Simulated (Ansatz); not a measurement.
Born–Oppenheimer molecular dynamics of a periodic cell of 20 atoms, Al2O3 (start crystal Al2O3, start structure R-3c, volume 1.05 times the crystal's). It starts from an unrelaxed structure (largest force component 0.22 eV/Å).

Level of theory: DFT LDA, scalar-relativistic, plane waves, PAW (Ansatz 0.2.0). Settings: PAW set soft_1, cutoff 420 eV, k mesh 3x3x3, fermi-dirac smearing 0.17 eV, no spin polarisation.

```json
{
 "ensemble": "NVT, Langevin thermostat",
 "time step": "1 fs",
 "steps asked": "220",
 "set temperature": "2000 K",
 "friction": "0.02 /fs",
 "seed": "577119"
}
```

First frame:

```xyz
20
Lattice="-2.4092 -1.3909 8.7631 2.4092 -1.3909 8.7631 0.0000 2.7819 8.7631" Properties=species:S:1:pos:R:3
Al 0.000 0.000 4.627
Al 0.000 0.000 1.945
Al 0.000 0.000 8.518
Al 0.000 0.000 11.199
O 1.481 0.000 16.431
O -0.741 1.283 16.431
O -0.741 -1.283 16.431
O 0.928 1.391 14.240
O -1.669 0.108 14.240
O 0.741 -1.499 14.240
Al 0.000 0.000 17.772
Al 0.000 0.000 15.090
Al 0.000 0.000 21.662
Al 0.000 0.000 24.344
O -0.928 -1.391 12.049
O 1.669 -0.108 12.049
O -0.741 1.499 12.049
O -1.481 0.000 9.858
O 0.741 -1.283 9.858
O 0.741 1.283 9.858
```

(1) What does the run give?

(2) What happens to the structure?

(3) How do temperature and energy run in time?

Results:

(1) All steps were run.

```
steps done                                               : 220
time covered                                             : 220 fs
mean temperature over the second half                    : 2504 K
spread of the potential energy over the second half      : 36.9 meV per atom
mean potential energy of the second half above the start : 291.2 meV per atom
```

The mean temperature of the second half is 25 % above the set value. A run of 0.22 ps of so small a system gives no equilibrium averages. Limits of this set-up: PAW files made for another functional.

(2) Mean squared displacements from the first frame to the last, about the centre of mass: Al 0.02 Å², O 0.05 Å². The details hang on the random start.

(3) 
```csv
time (fs),T (K),potential energy less start (eV)
0,1900,0.000
7,1093,1.619
14,867,3.174
21,975,3.329
28,1063,3.323
35,1421,3.007
42,1489,3.167
49,1453,3.216
56,1812,3.566
63,1680,3.751
70,1670,3.854
77,1407,4.403
84,1467,4.650
91,1710,4.091
98,2073,4.158
105,1815,5.352
112,2957,4.604
119,2662,5.466
126,2613,5.460
133,2809,5.748
140,2209,6.120
147,2223,6.459
154,2432,6.121
161,1951,6.826
168,1836,6.979
175,2641,5.812
182,2939,5.451
189,3255,5.616
196,2450,6.620
203,2361,6.403
210,2791,4.998
217,2686,4.262
```

Run time: 25 min on 2 threads of Arm Neoverse V1, on a shared host, peak memory 0.48 GiB.
